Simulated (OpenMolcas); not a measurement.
**H2 (SMILES [H][H]) at B97-2/cc-pVDZ**

Aim: the vertical electron affinity of H2 at B97-2/cc-pVDZ, from 2 runs. 

Program for the calculation: OpenMolcas 26.06.

## (1) Starting point

H2: 2 atoms, total charge 0, spin state singlet. SMILES: `[H][H]`. The coordinates come from a PBE0-D4/def2-TZVP relaxation.

Bond lengths: H1–H2 0.746 Å.

## (2) A single-point energy at B97-2/cc-pVDZ

job.inp

```
&GATEWAY
BasLib
$CurrDir
Coord
2
angstrom
H        0.319300      -0.099200       0.165500
H       -0.319300       0.099200      -0.165500
Basis
cc-pVDZ
Group
NoSym
&SEWARD
&SCF
KSDFT
HYB_GGA_XC_B97_2
PrOrbitals
0
```

The basis set cc-pVDZ is read from a file made from the Basis Set Exchange's data (not shown).

Launch:

```bash
$ export MOLCAS_MEM=1860
$ pymolcas job.inp > job.log
```

Output:

```text
--- Start Module: gateway ---

                                              &GATEWAY

                       available to each process: 1.9 GB of memory, 1 thread

 Basis Set     1 Label: H.CC-PVDZ
 Basis set is read from library:.
 basistype.tbl is not found

++    Symmetry information:
      ---------------------

                    Character Table for C1

                             E
                    a        1  x, y, xy, Rz, z, xz, Ry, yz, Rx, I
--

++    Basis set information:
      ----------------------

      Basis set label: H.CC-PVDZ.........

      Electronic valence basis set:
      ------------------
      Associated Effective Charge   1.000000 au
      Associated Actual Charge      1.000000 au
      Nuclear Model: Point charge

      Shell  nPrim  nBasis  Cartesian Spherical Contaminant
         s       4       2        X
         p       1       1        X
--

++    Molecular structure info:
      -------------------------

                    ************************************************
                    **** Cartesian Coordinates / bohr, angstrom ****
                    ************************************************

     Center  Label                x              y              z                     x              y              z
        1      H1               0.603390      -0.187461       0.312750              0.319300      -0.099200       0.165500
        2      H2              -0.603390       0.187461      -0.312750             -0.319300       0.099200      -0.165500
--

            Nuclear Potential Energy              0.70921424 au

--- Stop Module: gateway /rc=_RC_ALL_IS_WELL_ ---

--- Start Module: seward ---

                                              &SEWARD

                       available to each process: 1.9 GB of memory, 1 thread

               SEWARD will generate:
                  Multipole Moment integrals up to order  2
                  Kinetic Energy integrals
                  Nuclear Attraction integrals (point charge)
                  One-Electron Hamiltonian integrals
                  Velocity integrals
                  Orbital angular momentum around ( -0.0000   0.0000  -0.0000 )
                  Velocity quadrupole around ( -0.0000   0.0000  -0.0000 )
                  Two-Electron Repulsion integrals

                   Integrals are discarded if absolute value <: 1.00E-14
                   Integral cutoff threshold is set to       <: 1.00E-16

            Nuclear Potential Energy              0.70921424 au

      Basis set specifications :
      Symmetry species         a
      Basis functions           10

--- Stop Module: seward /rc=_RC_ALL_IS_WELL_ ---

--- Start Module: scf ---

                                                &SCF

                       available to each process: 1.9 GB of memory, 1 thread

 ###############################################################################
 ###     Minimized-density-differences option turned off!                    ###
 ###############################################################################
++    Input section:
      --------------

      Header of the integral files:

      Cartesian coordinates in angstrom:
      -----------------------------------------------------
      No.  Label        X            Y            Z
      -----------------------------------------------------
       1   H1         0.31930000  -0.09920000   0.16550000
       2   H2        -0.31930000   0.09920000  -0.16550000
      -----------------------------------------------------
      Nuclear repulsion energy =    0.70921424
--

++    Orbital specifications:
      -----------------------

      Symmetry species               1
                                     a
      Frozen orbitals                0
      Occupied orbitals              1
      Secondary orbitals             9
      Deleted orbitals               0
      Total number of orbitals      10
      Number of basis functions     10
--

      Molecular charge                           0.000

      Numerical integration parameters
      --------------------------------
      Radial quadrature type:                         MHL
      Size of radial grid:                            75
      Lebedev angular grid:                           29
      Angular grid pruned with the crowding factor:  3.00E+00
                                 and fading factor:  6.00E+00
      Screening threshold for integral computation:   1.00E-11
      Radial quadrature accuracy:                     1.00E-25
      Maximum batch size:                             128
      AO values are stored on disk
      The same grid will be used for all iterations.

      DFT functional specifications
      -----------------------------
      Using Libxc version: 6.2.2
      Please cite the following reference:
      S. Lehtola, C. Steigemann, M. J.T. Oliveira, and M. A.L. Marques.,  SoftwareX 7, 1–5 (2018) doi:10.1016/j.softx.2017.11.002

      * Becke 97-2

++    Optimization specifications:
      ----------------------------

      SCF Algorithm: Conventional
      D(i)-D(i-1) density differences are used
      Number of density matrices in core                 5
      Maximum number of NDDO SCF iterations            400
      Maximum number of HF SCF iterations              400
      Threshold for SCF energy change             1.00E-09
      Threshold for density matrix                1.00E-04
      Threshold for Fock matrix                   1.50E-04
      Threshold for linear dependence             1.00E-09
      Threshold at which DIIS is turned on        1.50E-01
      Maximum depth in the DIIS procedure                5
      Maximum depth in the BFGS Hessian update          30
      Threshold at which QNR/C2DIIS is turned on  7.50E-02
      Threshold for Norm(delta) (QNR/C2DIIS)      1.00E-03
      All orbitals punched on: SCFORB
--

      Input vectors read from INPORB
      Orbital file label: *Guess orbitals

++ Convergence information
                                   [...]      iterations: Energy and convergence statistics

Iter     Tot. [...]      One-elec.       Two-elec.     Energy      Max Dij or  Max Fij      DNorm      TNorm      AccCon     Time
         Energy          Energy          Energy        Change      Delta Norm                                                in Sec.
   1    -1.156849788    -2.951199574     1.085135545   0.00E+00    1.86E-01*   7.00E-02*    1.93E+00   4.21E+00   None         0.
   2    -1.170951665    -3.078173902     1.198007996  -1.41E-02*   2.85E-02*   1.10E-02*    9.33E-01   4.41E+00   EDIIS        0.
   3    -1.171242551    -3.061496857     1.181040064  -2.91E-04*   9.53E-05    1.40E-03*    1.61E-01   4.38E+00   c2DIIS       0.
   4    -1.171248990    -3.063665975     1.183202744  -6.44E-06*   3.32E-06    5.31E-06     1.05E-03   4.38E+00   QNRc2DIIS    0.
   5    -1.171248990    -3.063669355     1.183206124  -3.25E-11    4.79E-07    4.09E-07     1.46E-05   4.38E+00   QNRc2DIIS    0.

       Convergence after   5 Iterations
--

 *****************************************************************************************************************************
 *                                             SCF/KS-DFT Program, Final results                                             *
 *                                                       Final Results                                                       *
 *****************************************************************************************************************************

::    Total KS-DFT energy                              -1.1712489901
      One-electron energy                              -3.0636693554
      Two-electron energy                               1.1832061244
      Nuclear repulsion energy                          0.7092142408
      Kinetic energy (interpolated)                     1.1082619817
      Virial theorem                                    1.0568340423
      Total spin, S(S+1)                                0.0000000000
      Total spin, S                                     0.0000000000
      Max non-diagonal density matrix element           0.0000009581
      Max non-diagonal Fock matrix element              0.0000000375

      No orbitals printed

++    Molecular charges:
      ------------------

      Mulliken charges per centre
      ---------------------------

                H1      H2
      Total    1.0000  1.0000

      N-E      0.0000 -0.0000

      Total electronic charge=    2.000000

      Total            charge=   -0.000000
--

++    Molecular properties:
      ---------------------

      Charge (e):
                      =   -0.0000
      Dipole Moment (debye):
      Origin of the operator (angstrom)=   -0.0000    0.0000   -0.0000
                   X=  4.9177E-15               Y= -1.2066E-15               Z=  2.8645E-15           Total=  5.8177E-15
      Quadrupole Moment (debye*angstrom):
      Origin of the operator (angstrom)=   -0.0000    0.0000   -0.0000
                  XX= -1.5743E+00              XY= -1.3071E-01              XZ=  2.1807E-01              YY= -1.9544E+00
                  YZ= -6.7750E-02              ZZ= -1.8820E+00
      In traceless form (debye*angstrom)
                  XX=  3.4391E-01              XY= -1.9607E-01              XZ=  3.2711E-01              YY= -2.2627E-01
                  YZ= -1.0163E-01              ZZ= -1.1764E-01
--

--- Stop Module: scf /rc=_RC_ALL_IS_WELL_ ---

.##################.
.# Happy landing! #.
.##################.

    Timing: Wall=1.54 User=1.21 System=0.32
```

It took 1.8 s on 1 thread of Arm Neoverse V1, shared host; peak memory 0.37 GiB.

[end of part 1 of 2]
